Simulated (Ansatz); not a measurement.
# Sc5Mo: the cost of one run

Program: Ansatz 0.2.0. Level of theory: DFT PBE, scalar-relativistic, plane waves, PAW. These are calculated values, not measurements.

**1. The starting structure**

The structure is cubic, space group F-43m (No. 216). The conventional cell has a = 7.460 Å, b = 7.460 Å, c = 7.460 Å, α = 90.00°, β = 90.00°, γ = 90.00°. Sc (site symmetry -43m) is surrounded by 12 Sc at 3.09 Å and 4 Mo at 3.23 Å. Around Sc (site symmetry 3m) lie 9 Sc at 2.62 to 3.09 Å and 3 Mo at 3.09 Å. Mo (site symmetry -43m) has 16 Sc at 3.09 to 3.23 Å in its first shell of neighbours.

Coordinates:

```
CELL_PARAMETERS angstrom
0.00000 3.72984 3.72984
3.72984 0.00000 3.72984
3.72984 3.72984 0.00000
ATOMIC_POSITIONS crystal
Sc 0.25000 0.25000 0.25000
Sc 0.12776 0.62408 0.62408
Sc 0.62408 0.62408 0.62408
Sc 0.62408 0.62408 0.12776
Sc 0.62408 0.12776 0.62408
Mo 0.00000 0.00000 0.00000
```

Recipe of the guess: species swapped into a database cell of TmCu5 (F-43m, No. 216), with Mo on the Tm sites and Sc on the Cu sites. Its size is a rough estimate.

**2. The guess as it stands, on a coarse mesh**

File input.yaml:

```yaml
crystal:
  lattice:
    - [0.0, 3.72984292, 3.72984292]
    - [3.72984292, 0.0, 3.72984292]
    - [3.72984292, 3.72984292, 0.0]
  atoms:
    - { symbol: Sc, position: [0.25, 0.25, 0.25] }
    - { symbol: Sc, position: [0.1277616, 0.62407947, 0.62407947] }
    - { symbol: Sc, position: [0.62407947, 0.62407947, 0.62407947] }
    - { symbol: Sc, position: [0.62407947, 0.62407947, 0.1277616] }
    - { symbol: Sc, position: [0.62407947, 0.1277616, 0.62407947] }
    - { symbol: Mo, position: [0.0, 0.0, 0.0] }
basis:
  ecutwfc: 420
kpoints:
  mp_grid: { grid: [4, 4, 4] }
hamiltonian:
  xc: pbe
scf:
  occupations: { method: gaussian, width: 0.1 }
  lower_state_search: "off"
output:
  forces: true
  stress: true
  eigenvalues: true
```

Command:

```sh
$ ansatz run input.yaml --threads 1 --pin off --max-ram 2560MiB --backend cpu --events-out ev --progress --plain --runs-dir out
```

Q: Estimate wall time and peak memory on 1 thread of Arm Neoverse V1, shared host.

About 3 s, with a peak of 0.32 GiB.
